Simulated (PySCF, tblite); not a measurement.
# C4H14O2Si3: geometry, infrared bands and NMR shifts

Aim: predict the infrared bands and NMR shifts of C4H14O2Si3 (`[SiH3]O[SiH](O[SiH3])C1CCC1`).

The runs use tblite 0.8.0 and PySCF 2.14.0, with density-fitted response routines of our own; the level of theory stands in each step. All values are computed, except where a source is named. Atoms count from 0, in the outputs and in this text.

## (1) Starting geometry

23 atoms, charge 0, multiplicity 1; geometry from: force field or distance geometry start.

Bonds of the start (Å): Si0–O1 1.72, O1–Si2 1.71, Si2–O3 1.74, O3–Si4 1.71, Si2–C5 1.83, C5–C6 1.53, C6–C7 1.53, C7–C8 1.53, C8–C5 1.53, Si0–H9 1.46, Si0–H10 1.47, Si0–H11 1.48, Si2–H12 1.48, Si4–H13 1.45, Si4–H14 1.47, Si4–H15 1.48, C5–H16 1.11, C6–H17 1.10, C6–H18 1.10, C7–H19 1.10, C7–H20 1.11, C8–H21 1.10, C8–H22 1.10.

## (2) Geometry optimisation with GFN2-xTB

The job: settings as JSON, then the geometry in Å.

```
{"job": {"kind": "relax", "xc": "GFN2-xTB", "basis": "xTB"}, "charge": 0, "multiplicity": 1}
Si    -2.598700    -2.067600    -0.074800
O     -1.139000    -1.407100    -0.702300
Si    -0.760000     0.090900     0.029700
O     -1.075400     1.383800    -1.096000
Si    -1.629600     2.776000    -0.266200
C      1.030900     0.148700     0.423500
C      1.699800    -1.205000     0.639300
C      2.960000    -0.524900     0.106100
C      1.981600     0.252100    -0.769500
H     -2.310700    -2.632200     1.242700
H     -3.629900    -1.016800    -0.027300
H     -3.034200    -3.135200    -0.996100
H     -1.552400     0.306500     1.265300
H     -2.314700     2.479100     0.978700
H     -2.445500     3.657900    -1.120300
H     -0.423300     3.556200     0.097500
H      1.235800     0.897100     1.214300
H      1.312900    -1.910300    -0.111500
H      1.751000    -1.545000     1.686800
H      3.632500    -1.204900    -0.435500
H      3.435700     0.180300     0.811500
H      2.288300     1.284300    -1.009100
H      1.580000    -0.337000    -1.603700
```

Launch:

```console
$ OMP_NUM_THREADS=1 python probes_run.py task.json out
```

This one command runs all jobs of the session in turn.

**Question.** This job is followed by: GFN2-xTB harmonic vibrations, gas phase; GIAO PBE0/pcSseg-1 NMR shielding, non-relativistic, gas phase. What will the session give for the following? strongest single infrared mode (GFN2-xTB); zero-point energy (GFN2-xTB); 13C shifts against TMS (PBE0/pcSseg-1, means over atoms taken as alike); 1H shifts against TMS (PBE0/pcSseg-1, means over atoms taken as alike); 29Si shifts against TMS (PBE0/pcSseg-1, means over atoms taken as alike); 17O shifts against H2O (PBE0/pcSseg-1, means over atoms taken as alike).

The runs gave:

```
                                                                quantity                                         value
                               strongest single infrared mode (GFN2-xTB)                         1101 cm⁻¹, 563 km/mol
                                            zero-point energy (GFN2-xTB)                                103.9 kcal/mol
 13C shifts against TMS (PBE0/pcSseg-1, means over atoms taken as alike)                          21.4, 21.1, 20.6 ppm
  1H shifts against TMS (PBE0/pcSseg-1, means over atoms taken as alike)  5.33, 4.68, 2.38, 2.21, 2.20, 2.20, 1.96 ppm
29Si shifts against TMS (PBE0/pcSseg-1, means over atoms taken as alike)                              -35.9, -43.0 ppm
 17O shifts against H2O (PBE0/pcSseg-1, means over atoms taken as alike)                                      40.4 ppm
```

**Reading.** Relaxing lowered the energy by 1.870 eV in 160 steps; the close pair that moved most is Si2–O3, from 1.743 to 1.620 Å. No mode is imaginary among the 63: a minimum at this level. The strongest single mode, at 1101 cm⁻¹, moves mainly O1 and O3. Unscaled tight-binding wavenumbers are off by several per cent, some by more. Its intensities can rank the bands wrongly.
